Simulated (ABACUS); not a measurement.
# Ba2Tl5V3O12 (R-3m) in ABACUS: further runs

One crystal, Ba2Tl5V3O12, is run at these levels: PBE; tasks: single point.

Everything below comes from runs of ABACUS 3.10.1. Logs are shortened: lines on timing, memory, paths and dates and some standing lists are left out, and cuts for length are marked.

### 1 The structure

The structure is trigonal, space group R-3m (No. 166). Conventional cell: a = 8.474 Å, b = 8.474 Å, c = 18.385 Å, α = 90.00°, β = 90.00°, γ = 120.00°. Ba (site symmetry -3m) is surrounded by 12 O at 3.23 Å. Around Ba (site symmetry -3m) lie 12 O at 3.22 Å. V (site symmetry 2/m) has 4 O at 1.82 Å as nearest neighbours. Tl (site symmetry 2/m) has 4 O at 2.36 Å as nearest neighbours. Tl (site symmetry 3m) is surrounded by 3 V at 2.80 Å and 6 O at 2.84 Å and 3 Tl at 2.98 Å. O (site symmetry 1) has 1 V at 1.82 Å as nearest neighbours.

The cell was built by a generator and needn't be a form met in nature.

### 2 Single point, PBE, collinear spin, ferromagnetic start

INPUT

```
INPUT_PARAMETERS
suffix              Ba2Tl5V3O12
calculation         scf
basis_type          lcao
pseudo_dir          ./
orbital_dir         ./
symmetry            1
dft_functional      pbe
ecutwfc             100
pseudo_rcut         7
nspin               2
nbands              121
ks_solver           genelpa
smearing_method     fd
smearing_sigma      0.00367493
scf_thr             1e-07
scf_nmax            100
mixing_type         broyden
mixing_beta         0.4
cal_force           1
cal_stress          1
nupdown             1.0
out_mul             1
out_chg             1
out_pot             2
out_elf             1
```

STRU

```
ATOMIC_SPECIES
Ba 137.3270 Ba.upf
V 50.9415 V.upf
Tl 204.3800 Tl.upf
O 15.9990 O.upf

NUMERICAL_ORBITAL
Ba_confined-atom_9au_3s2p2d.orb
V_confined-atom_7au_3s2p2d1f.orb
Tl_confined-atom_8au_2s2p2d.orb
O_confined-atom_6au_2s2p1d.orb

LATTICE_CONSTANT
1.8897261246

LATTICE_VECTORS
4.2369800000 2.4462200000 6.1284000000
-4.2369800000 2.4462200000 6.1284000000
0.0000000000 -4.8924400000 6.1284000000

ATOMIC_POSITIONS
Direct

Ba
0.0
2
0.5000000000 0.5000000000 0.5000000000 1 1 1 mag 0
0.0000000000 0.0000000000 0.0000000000 1 1 1 mag 0

V
0.0
3
0.5000000000 0.5000000000 0.0000000000 1 1 1 mag 2
0.0000000000 0.5000000000 0.5000000000 1 1 1 mag 2
0.5000000000 0.0000000000 0.5000000000 1 1 1 mag 2

Tl
0.0
5
0.0000000000 0.0000000000 0.5000000000 1 1 1 mag 0
0.5000000000 0.0000000000 0.0000000000 1 1 1 mag 0
0.0000000000 0.5000000000 0.0000000000 1 1 1 mag 0
0.7404500000 0.7404500000 0.7404500000 1 1 1 mag 0
0.2595500000 0.2595500000 0.2595500000 1 1 1 mag 0

O
0.0
12
0.7165200000 0.0808900000 0.4124200000 1 1 1 mag 0
0.4124200000 0.7165200000 0.0808900000 1 1 1 mag 0
0.0808900000 0.4124200000 0.7165200000 1 1 1 mag 0
0.5875700000 0.9191100000 0.2834800000 1 1 1 mag 0
0.9191100000 0.2834800000 0.5875700000 1 1 1 mag 0
0.2834800000 0.5875700000 0.9191100000 1 1 1 mag 0
0.2834800000 0.9191100000 0.5875700000 1 1 1 mag 0
0.5875700000 0.2834800000 0.9191100000 1 1 1 mag 0
0.9191100000 0.5875700000 0.2834800000 1 1 1 mag 0
0.4124200000 0.0808900000 0.7165200000 1 1 1 mag 0
0.0808900000 0.7165200000 0.4124200000 1 1 1 mag 0
0.7165200000 0.4124200000 0.0808900000 1 1 1 mag 0
```

KPT

```
K_POINTS
0
Gamma
3 3 3 0 0 0
```

Potentials or basis: PseudoDojo NC SR 0.4.1 PBE standard, DZP LCAO (the cutoffs set its grid).

Run with:

```
> OMP_NUM_THREADS=1 mpirun -np 8 abacus > log
```

running log:

```text
ABACUS v3.10.1

               Atomic-orbital Based Ab-initio Computation at UStc

 ------------------------------------------------------------------------------------

 READING GENERAL INFORMATION
                           global_out_dir = OUT.Ba2Tl5V3O12/
                           global_in_card = INPUT
                               pseudo_dir = ./
                              orbital_dir = ./
                                    DSIZE = 8
                                    GSIZE = 1

 READING UNITCELL INFORMATION
                                    ntype = 4
                  lattice constant (Bohr) = 1.88973
              lattice constant (Angstrom) = 1

 READING ATOM TYPE 1
                               atom label = Ba
                      L=0, number of zeta = 3
                      L=1, number of zeta = 2
                      L=2, number of zeta = 2
             number of atom for this type = 2
               magnetization of element 1 = 0

 READING ATOM TYPE 2
                               atom label = V
                      L=0, number of zeta = 3
                      L=1, number of zeta = 2
                      L=2, number of zeta = 2
                      L=3, number of zeta = 1
             number of atom for this type = 3
               magnetization of element 2 = 2

 READING ATOM TYPE 3
                               atom label = Tl
                      L=0, number of zeta = 2
                      L=1, number of zeta = 2
                      L=2, number of zeta = 2
             number of atom for this type = 5
               magnetization of element 3 = 0

 READING ATOM TYPE 4
                               atom label = O
                      L=0, number of zeta = 2
                      L=1, number of zeta = 2
                      L=2, number of zeta = 1
             number of atom for this type = 12
               magnetization of element 4 = 0

                        TOTAL ATOM NUMBER = 22
DIRECT COORDINATES
    atom                   x                   y                   z     mag                  vx                  vy                  vz
taud_Ba1            0.5000000000        0.5000000000        0.5000000000  0.0000        0.0000000000        0.0000000000        0.0000000000
taud_Ba2            0.0000000000        0.0000000000        0.0000000000  0.0000        0.0000000000        0.0000000000        0.0000000000
taud_V1            0.5000000000        0.5000000000        0.0000000000  2.0000        0.0000000000        0.0000000000        0.0000000000
taud_V2            0.0000000000        0.5000000000        0.5000000000  2.0000        0.0000000000        0.0000000000        0.0000000000
taud_V3            0.5000000000        0.0000000000        0.5000000000  2.0000        0.0000000000        0.0000000000        0.0000000000
taud_Tl1            0.0000000000        0.0000000000        0.5000000000  0.0000        0.0000000000        0.0000000000        0.0000000000
taud_Tl2            0.5000000000        0.0000000000        0.0000000000  0.0000        0.0000000000        0.0000000000        0.0000000000
taud_Tl3            0.0000000000        0.5000000000        0.0000000000  0.0000        0.0000000000        0.0000000000        0.0000000000
taud_Tl4            0.7404500000        0.7404500000        0.7404500000  0.0000        0.0000000000        0.0000000000        0.0000000000
taud_Tl5            0.2595500000        0.2595500000        0.2595500000  0.0000        0.0000000000        0.0000000000        0.0000000000
taud_O1            0.7165200000        0.0808900000        0.4124200000  0.0000        0.0000000000        0.0000000000        0.0000000000
taud_O2            0.4124200000        0.7165200000        0.0808900000  0.0000        0.0000000000        0.0000000000        0.0000000000
taud_O3            0.0808900000        0.4124200000        0.7165200000  0.0000        0.0000000000        0.0000000000        0.0000000000
taud_O4            0.5875700000        0.9191100000        0.2834800000  0.0000        0.0000000000        0.0000000000        0.0000000000
taud_O5            0.9191100000        0.2834800000        0.5875700000  0.0000        0.0000000000        0.0000000000        0.0000000000
taud_O6            0.2834800000        0.5875700000        0.9191100000  0.0000        0.0000000000        0.0000000000        0.0000000000
taud_O7            0.2834800000        0.9191100000        0.5875700000  0.0000        0.0000000000        0.0000000000        0.0000000000
taud_O8            0.5875700000        0.2834800000        0.9191100000  0.0000        0.0000000000        0.0000000000        0.0000000000
taud_O9            0.9191100000        0.5875700000        0.2834800000  0.0000        0.0000000000        0.0000000000        0.0000000000
taud_O10           0.4124200000        0.0808900000        0.7165200000  0.0000        0.0000000000        0.0000000000        0.0000000000
taud_O11           0.0808900000        0.7165200000        0.4124200000  0.0000        0.0000000000        0.0000000000        0.0000000000
taud_O12           0.7165200000        0.4124200000        0.0808900000  0.0000        0.0000000000        0.0000000000        0.0000000000

                          Volume (Bohr^3) = 2571.86
                             Volume (A^3) = 381.109

 Lattice vectors: (Cartesian coordinate: in unit of a_0)
             +4.23698            +2.44622             +6.1284
             -4.23698            +2.44622             +6.1284
                   +0            -4.89244             +6.1284
[... 237 lines left out ...]
        7            212           5955
        8            211           5952
 --------------- sum -------------------
        8           1691          47629

 SET NONLOCAL PSEUDOPOTENTIAL PROJECTORS
[... 8 lines left out ...]

 SETUP SEARCHING RADIUS FOR PROGRAM TO SEARCH ADJACENT ATOMS
                  longest orb rcut (Bohr) = 9
   longest nonlocal projector rcut (Bohr) = 2.62
                     search radius (Bohr) = 23.2
              searching radius is (Bohr)) = 23.2
         searching radius unit is (Bohr)) = 1.89
                         PeriodicBoundary = 1
                        Radius(unit:lat0) = 12.3
                                   glayer = [ 3, 3, 3 ]
                             glayer_minus = [ 2, 2, 2 ]

Find the coordinate range of the input atom(unit:lat0).
                                  min_tau = [ -19.6, -22, -36.8 ]
                                  max_tau = [ 19.6, 22, 50.4 ]
                                BoxNumber = [ 5, 5, 5 ]

 SETUP EXTENDED REAL SPACE GRID FOR GRID INTEGRATION
                          real space grid = [ 96, 96, 96 ]
                 big cell numbers in grid = [ 24, 24, 24 ]
             meshcell numbers in big cell = [ 4, 4, 4 ]
                        extended fft grid = [ 17, 17, 17 ]
                dimension of extened grid = [ 59, 59, 59 ]
                            UnitCellTotal = 27
              Atom number in sub-FFT-grid = 22
    Local orbitals number in sub-FFT-grid = 362
                                ParaV.nnr = 116283

                                 init_chg = atomic

 LCAO ALGORITHM --------------- ION=   1  ELEC=   1--------------------------------
          total magnetism (Bohr mag/cell) = 1
       absolute magnetism (Bohr mag/cell) = 1.93191

 Density error is 0.138597606408
----------------------------------------------------------
     Energy           Rydberg                 eV
----------------------------------------------------------
 E_KohnSham     -1557.2671281337     -21187.7062507138
 E_Harris       -1557.4701748893     -21190.4688435514
 E_Fermi_up     0.5999980044         8.1633916479
 E_Fermi_dw     0.5719550015         7.7818470206
----------------------------------------------------------
[... 271 lines left out ...]
 Density error is 9.95694701917e-08
----------------------------------------------------------
     Energy           Rydberg                 eV
----------------------------------------------------------
 E_KohnSham     -1560.1533640801     -21226.9755053575
 E_KS(sigma->0) -1560.1510062651     -21226.9434256396
 E_Harris       -1560.1533359273     -21226.9751223192
 E_band         -67.1529642050       -913.6629507774
 E_one_elec     -633.4100695107      -8617.9861159220
 E_Hartree      435.4557440338       5924.6793456888
 E_xc           -386.6545648834      -5260.7052401251
 E_Ewald        -975.5397580898      -13272.8993355634
 E_entropy(-TS) -0.0047156299        -0.0641594359
 E_descf        0.0000000000         0.0000000000
 E_exx          0.0000000000         0.0000000000
 E_Fermi_up     0.6147111199         8.3635738543
 E_Fermi_dw     0.6167593967         8.3914420906
----------------------------------------------------------

 charge density convergence is achieved
 final etot is -21226.975505 eV
 EFERMI = 0 eV
The vacuum level is 8.8930088409 eV

 STATE ENERGY(eV) AND OCCUPATIONS    NSPIN == 2
SPIN UP :
 1/14 kpoint (Cartesian) = 0.0000 0.0000 0.0000 (5430 pws)
       1       -56.7045      0.0370370
       2       -56.7045      0.0370370
       3       -56.7044      0.0370370
       4       -30.6184      0.0370370
       5       -30.6179      0.0370370
       6       -30.6179      0.0370370
[... 728 lines left out ...]
     120        13.6159    1.77381e-47
     121        13.6901    4.01773e-48

[... levels at 22 further k points ...]

-------------------------------------------------
 Total Magnetism (uB)
-------------------------------------------------
                        Ba1         0.0071752483
                        Ba2        -0.0045650238
                         V1         0.4351396505
                         V2         0.4351411692
                         V3         0.4351411692
                        Tl1        -0.0077183108
[... 18 lines left out ...]
 correction force for each atom along direction 1 is -4.31995e-16
 correction force for each atom along direction 2 is -4.61173e-11
 correction force for each atom along direction 3 is 1.49005e-07
------------------------------------------------------------------------------------------
 TOTAL-FORCE (eV/Angstrom)
------------------------------------------------------------------------------------------
                       Ba1         0.0000000000         0.0000000000         0.0000225542
                       Ba2         0.0000000000         0.0000000000         0.0000011607
                        V1         0.0000000000        -0.0000746070        -0.0000343138
                        V2         0.0000646104         0.0000373055        -0.0000343564
                        V3        -0.0000646104         0.0000373055        -0.0000343564
                       Tl1         0.0000000000        -0.0000157747        -0.0001332481
[... 11 lines left out ...]
                        O8         0.0411990860         0.1312492864         0.0820610007
                        O9        -0.1342554721        -0.0299742923         0.0820917225
                       O10        -0.1339189761         0.0301529247        -0.0820101392
                       O11         0.0930487921         0.1008857780        -0.0820046667
                       O12         0.0408761449        -0.1310471916        -0.0819794010
------------------------------------------------------------------------------------------

----------------------------------------------------------------
 TOTAL-STRESS (KBAR)
----------------------------------------------------------------
         9.8995131920        -0.0000000023         0.0000000011
        -0.0000000023         9.8998713177         0.0000643009
         0.0000000011         0.0000643009        19.7141266741
----------------------------------------------------------------
 TOTAL-PRESSURE: 13.171170 KBAR

 --------------------------------------------
 !FINAL_ETOT_IS -21226.9755053574917838 eV
 --------------------------------------------
```

Run time: 73 s. Hardware: 8 MPI ranks of Intel Xeon 6975P-C (Granite Rapids), shared host; peak memory 2.6 GiB.

Results:

```yaml
Free_energy: -21226.9755 eV
Pressure: 1.3 GPa
Largest_force: 0.160 eV/Å
Net_moment: 1.00 μB per cell
Absolute_moment: 1.69 μB per cell
Site_moments: Ba +0.01, -0.00; V +0.44; Tl -0.01, +0.04; O -0.03 μB
Mulliken_charges: Ba +1.26, +1.40; V +0.59; Tl +0.53, +0.39; O -0.57 e
```

Forces on the atoms (eV/Å):
```
Ba   0.000  0.000  0.000
Ba   0.000  0.000  0.000
V    0.000  0.000  0.000
V    0.000  0.000  0.000
V    0.000  0.000  0.000
Tl   0.000  0.000  0.000
Tl   0.000  0.000  0.000
Tl   0.000  0.000  0.000
Tl   0.000  0.000 -0.042
Tl   0.000  0.000  0.042
O   -0.093  0.101 -0.082
O   -0.041 -0.131 -0.082
O    0.134  0.030 -0.082
O    0.134 -0.030  0.082
O   -0.093 -0.101  0.082
O   -0.041  0.131  0.082
O    0.093 -0.101  0.082
O    0.041  0.131  0.082
O   -0.134 -0.030  0.082
O   -0.134  0.030 -0.082
O    0.093  0.101 -0.082
O    0.041 -0.131 -0.082
```

Stress tensor (GPa, compression positive):
```
0.99 0.00 0.00
0.00 0.99 0.00
0.00 0.00 1.97
```

Caveat: the atomic orbitals were generated for these runs and aren't a published set; the moment is held away from its start; Mulliken charges move with the basis; this release of the barium file is off; the basis of atomic orbitals isn't converged, which shifts pressures, moduli and gaps; the total moment is fixed, so each spin has its own Fermi level. The run has no spin-orbit coupling, so splittings on Ba, Tl are missing.

### 3 Single point, PBE, collinear spin, ferromagnetic start

Changes to INPUT since step 2:

```diff
@@ -21,6 +21,3 @@
 cal_stress          1
-nupdown             1.0
+nupdown             2.0
 out_mul             1
-out_chg             1
-out_pot             2
-out_elf             1
```

STRU is that of step 2.

KPT is that of step 2.

Potentials or basis: PseudoDojo NC SR 0.4.1 PBE standard, DZP LCAO (the cutoffs set its grid).

Run with:

```
> OMP_NUM_THREADS=1 mpirun -np 8 abacus > log
```

Wall time 74 s (8 MPI ranks of Intel Xeon 6975P-C (Granite Rapids), shared host); peak memory 2.6 GiB.

The run converged. Its results:

| Item | Value |
| --- | --- |
| Free energy | -21226.9280 eV |
| Pressure | 1.4 GPa |
| Largest force | 0.151 eV/Å |
| Net moment | 2.00 μB per cell |
| Absolute moment | 2.19 μB per cell |
| Site moments | Ba +0.01; V +0.52; Tl +0.06, +0.07; O +0.01 μB |
| Mulliken charges | Ba +1.26, +1.40; V +0.59; Tl +0.53, +0.39; O -0.57 e |

Forces in eV/Å, atoms in the order of the input:
```
Ba   0.000  0.000  0.000
Ba   0.000  0.000  0.000
V    0.000  0.000  0.000
V    0.000  0.000  0.000
V    0.000  0.000  0.000
Tl   0.000  0.000  0.000
Tl   0.000  0.000  0.000
Tl   0.000  0.000  0.000
Tl   0.000  0.000 -0.103
Tl   0.000  0.000  0.103
O   -0.079  0.113 -0.061
O   -0.058 -0.125 -0.061
O    0.137  0.012 -0.061
O    0.137 -0.012  0.061
O   -0.079 -0.113  0.061
O   -0.058  0.125  0.061
O    0.079 -0.113  0.061
O    0.058  0.125  0.061
O   -0.137 -0.012  0.061
O   -0.137  0.012 -0.061
O    0.079  0.113 -0.061
O    0.058 -0.125 -0.061
```

Stress tensor (GPa, compression positive):
```
1.11 0.00 0.00
0.00 1.11 0.00
0.00 0.00 1.96
```

Caveat: the atomic orbitals were generated for these runs and aren't a published set; the moment is held away from its start; Mulliken charges move with the basis; this release of the barium file is off; the basis of atomic orbitals isn't converged, which shifts pressures, moduli and gaps; the total moment is fixed, so each spin has its own Fermi level.

### 4 Single point, PBE, collinear spin, ferromagnetic start

Changes to INPUT since step 3:

```diff
@@ -21,3 +21,3 @@
 cal_stress          1
-nupdown             2.0
+nupdown             3.5
 out_mul             1
```

STRU is that of step 3.

KPT is that of step 3.

Run with:

```
> OMP_NUM_THREADS=1 mpirun -np 8 abacus > log
```

Run time: 72 s. Hardware: 8 MPI ranks of Intel Xeon 6975P-C (Granite Rapids), shared host; peak memory 2.7 GiB.

The run converged. Its results:

* Free energy: -21226.4160 eV
* Pressure: 2.4 GPa
* Largest force: 0.341 eV/Å
* Net moment: 3.50 μB per cell
* Absolute moment: 3.56 μB per cell
* Site moments: Ba +0.00, +0.01; V +0.56; Tl +0.14, +0.12; O +0.09 μB
* Mulliken charges: Ba +1.26, +1.40; V +0.58; Tl +0.51, +0.40; O -0.56 e

Forces on the atoms (eV/Å):
```
Ba   0.000  0.000  0.000
Ba   0.000  0.000  0.000
V    0.000  0.000  0.000
V    0.000  0.000  0.000
V    0.000  0.000  0.000
Tl   0.000  0.000  0.000
Tl   0.000  0.000  0.000
Tl   0.000  0.000  0.000
Tl   0.000  0.000 -0.056
Tl   0.000  0.000  0.056
O   -0.221  0.103 -0.238
O    0.021 -0.243 -0.238
O    0.200  0.140 -0.238
O    0.200 -0.139  0.238
O   -0.221 -0.104  0.238
O    0.021  0.243  0.238
O    0.221 -0.104  0.238
O   -0.021  0.243  0.238
O   -0.200 -0.139  0.238
O   -0.200  0.140 -0.238
O    0.221  0.103 -0.238
O   -0.021 -0.243 -0.238
```

Stress tensor (GPa, compression positive):
```
1.92 0.00 0.00
0.00 1.92 0.00
0.00 0.00 3.21
```

Caveat: the atomic orbitals were generated for these runs and aren't a published set; the moment is held away from its start; Mulliken charges move with the basis; this release of the barium file is off; the basis of atomic orbitals isn't converged, which shifts pressures, moduli and gaps; the total moment is fixed, so each spin has its own Fermi level. The run has no spin-orbit coupling, so splittings on Ba, Tl are missing.

### 5 Summary

```csv
fixed moment (μB),pressure (GPa),moment (μB),largest force (eV/Å)
1.0,1.3,1.00,0.16
2.0,1.4,2.00,0.15
3.5,2.4,3.50,0.34
```

Alike in all rows: task single point; level PBE; potentials or basis PseudoDojo NC SR 0.4.1 PBE standard, DZP LCAO (the cutoffs set its grid); spin collinear, ferromagnetic start; cell as given; k mesh 3 × 3 × 3; cutoff (eV) 1361; smearing fermi-dirac 0.05 eV.

Caveats: the atomic orbitals were generated for these runs and aren't a published set; the moment is held away from its start; this release of the barium file is off; the basis of atomic orbitals isn't converged, which shifts pressures, moduli and gaps; the total moment is fixed, so each spin has its own Fermi level.

Total energies depend on the potentials used, so only differences within one code and one set of settings carry meaning.
